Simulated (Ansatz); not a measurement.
C4H5, SMILES [CH2]C1C=C1: an atomisation energy, run with Ansatz's Python interface.

`tae_c4h5.py`:
```python
# -*- coding: utf-8 -*-
"""Atomisation energy of C4H5 at the given geometry."""

from collections import Counter

import ansatz as az
from ase import Atoms

BASIS_SET = "def2-TZVP"
FUNCTIONAL = "B3LYP"


def total_energy(molecule, charge=0, unpaired=0):
    calc = molecule.calculation().basis(gaussian=BASIS_SET).functional(FUNCTIONAL)
    if charge:
        calc = calc.charge(charge)
    if unpaired:
        calc = calc.spin("collinear", total=unpaired)
    report = calc.run().report
    if report["published_state_doubts"]:
        print("  doubts:", report["published_state_doubts"])
    return report["free_energy_ev"]

atoms = Atoms(["C", "C", "C", "C", "H", "H", "H", "H", "H"], positions=[
    [1.3615, -0.329, -0.0729],
    [-0.0333, -0.1997, 0.5306],
    [-1.0681, -0.1318, -0.4108],
    [-0.6329, 1.0481, 0.3191],
    [1.4709, 0.2045, -1.0441],
    [1.6132, -1.4015, -0.2095],
    [-0.2832, -0.6926, 1.4927],
    [-1.7143, -0.6053, -1.1415],
    [-0.7138, 2.1074, 0.5363],
])
geometry = az.Crystal.molecule_from_ase(atoms)

# unpaired electrons of the ground-state atoms
unpaired = {"C": 2, "H": 1}
counts = Counter(site.symbol for site in geometry.cartesian_sites)
atom_energy = {s: total_energy(az.Crystal.molecule().atom(s, (0, 0, 0)), 0, unpaired[s]) for s in counts}
whole = total_energy(geometry, 0, 1)
for s, e in atom_energy.items():
    print(f"{s:2s} x{counts[s]}  {e:14.5f} eV")
print(f"C4H5: {whole:.5f} eV")
split = sum(counts[s] * e for s, e in atom_energy.items()) - whole
print(f"atomisation energy (no zero-point term): {96.485332 * split:.1f} kJ/mol, {split / sum(counts.values()):.3f} eV an atom")
```

What does it cost to take this molecule apart into atoms?

3476.9 kJ/mol from the electronic energies, without the zero-point term.

The run itself:

`python tae_c4h5.py` gives:
```text
C  x4     -1030.20887 eV
H  x5       -13.66431 eV
C4H5: -4225.19285 eV
atomisation energy (no zero-point term): 3476.9 kJ/mol, 4.004 eV an atom
```

Reading the output:
- These settings explore the input space; basis and method may be short of convergence.
- The geometry is a force-field or estimated start, not a minimum of this method, and the basis set is short of its limit. All parts are taken at fixed geometry, without zero-point energy.
- The species is open-shell (spin multiplicity 2).
- b3lyp holds the VWN-RPA fit, as in Gaussian; the form of ORCA and Turbomole is b3lyp5.
- It ran for 10 s on 1 thread of Arm Neoverse V1, on a shared host, peak memory 0.38 GiB.

(A comment or docstring line of the script was reworded after the run, the code is as it ran; lines on the test bed's own set-up are left out of the output.)
